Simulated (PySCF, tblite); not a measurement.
# C₃H₈BN₃O: geometry, infrared bands and NMR shifts

Wanted: the infrared bands and NMR shifts of C₃H₈BN₃O (`NB1NCCC(=O)N1`), by calculation.

Programs: tblite 0.8.0 and PySCF 2.14.0, with density-fitted response routines of our own. Each step states its level of theory. These are calculated values for one molecule in the gas phase, unless marked as measured. Atoms count from 0, in the outputs and in this text.

## Step 1: The molecule as given

16 atoms, charge 0, multiplicity 1; geometry from: force field or distance geometry start.

Bonds of the start (Å): N0–B1 1.53, B1–N2 1.53, N2–C3 1.47, C3–C4 1.53, C4–C5 1.50, C5–O6 1.26, C5–N7 1.44, N7–B1 1.52, N0–H8 1.04, N0–H9 1.04, N2–H10 1.04, C3–H11 1.13, C3–H12 1.11, C4–H13 1.12, C4–H14 1.11, N7–H15 1.04.

## Step 2: Optimising the geometry with GFN2-xTB

What the job is given:

```
{"job": {"kind": "relax", "xc": "GFN2-xTB", "basis": "xTB"}, "charge": 0, "multiplicity": 1}
N      2.673400    -0.217400    -0.310000
B      1.150500    -0.094800    -0.163000
N      0.256600    -1.280600    -0.517100
C     -1.029700    -1.158900     0.193400
C     -1.769800     0.136900    -0.138200
C     -0.923300     1.339700     0.170300
O     -1.467300     2.448500     0.421100
N      0.515700     1.254200     0.140500
H      3.092100     0.043100     0.611000
H      2.955500     0.510300    -0.995500
H      0.719400    -2.150900    -0.194100
H     -0.868000    -1.230700     1.304900
H     -1.681700    -2.022000    -0.073000
H     -2.012100     0.147400    -1.231300
H     -2.719400     0.194600     0.435400
H      1.100500     2.089500     0.334000
```

Command:

```console
$ OMP_NUM_THREADS=1 python probes_run.py task.json out
```

This one command runs all jobs of the session in turn.

**Question.** This job is followed by: GFN2-xTB harmonic vibrations, gas phase; GIAO PBE0/pcSseg-1 NMR shielding, non-relativistic, gas phase. Predict these results of the whole session: strongest single infrared mode (GFN2-xTB); zero-point energy (GFN2-xTB); ¹³C shifts against TMS (PBE0/pcSseg-1); ¹H shifts against TMS (PBE0/pcSseg-1, means over atoms taken as alike); ¹⁵N shifts against NH3 (PBE0/pcSseg-1); ¹¹B shifts against BF3·OEt2 (PBE0/pcSseg-1); ¹⁷O shifts against H2O (PBE0/pcSseg-1).

The runs gave:

| quantity | value |
| --- | --- |
| strongest single infrared mode (GFN2-xTB) | 1747 cm⁻¹, 684 km/mol |
| zero-point energy (GFN2-xTB) | 80.0 kcal/mol |
| ¹³C shifts against TMS (PBE0/pcSseg-1) | 174.3, 42.6, 38.8 ppm |
| ¹H shifts against TMS (PBE0/pcSseg-1, means over atoms taken as alike) | 4.99, 3.37, 2.37, 1.94, 1.67 ppm |
| ¹⁵N shifts against NH3 (PBE0/pcSseg-1) | 142.8, 60.5, 47.2 ppm |
| ¹¹B shifts against BF3·OEt2 (PBE0/pcSseg-1) | 19.5 ppm |
| ¹⁷O shifts against H2O (PBE0/pcSseg-1) | 458.6 ppm |

What this shows: Relaxing lowered the energy by 1.612 eV in 76 steps; the close pair that moved most is N0–B1, from 1.535 to 1.405 Å. All 42 modes are real, so the xTB geometry is a minimum. The strongest single mode, at 1747 cm⁻¹, moves mainly C5 and O6. GFN2-xTB is a fitted tight-binding method: band positions and strengths are rough. Its intensities can rank the bands wrongly. At PBE0/pcSseg-1: The widest tensor belongs to O6: span 721 ppm, with a paramagnetic part of -519 ppm.
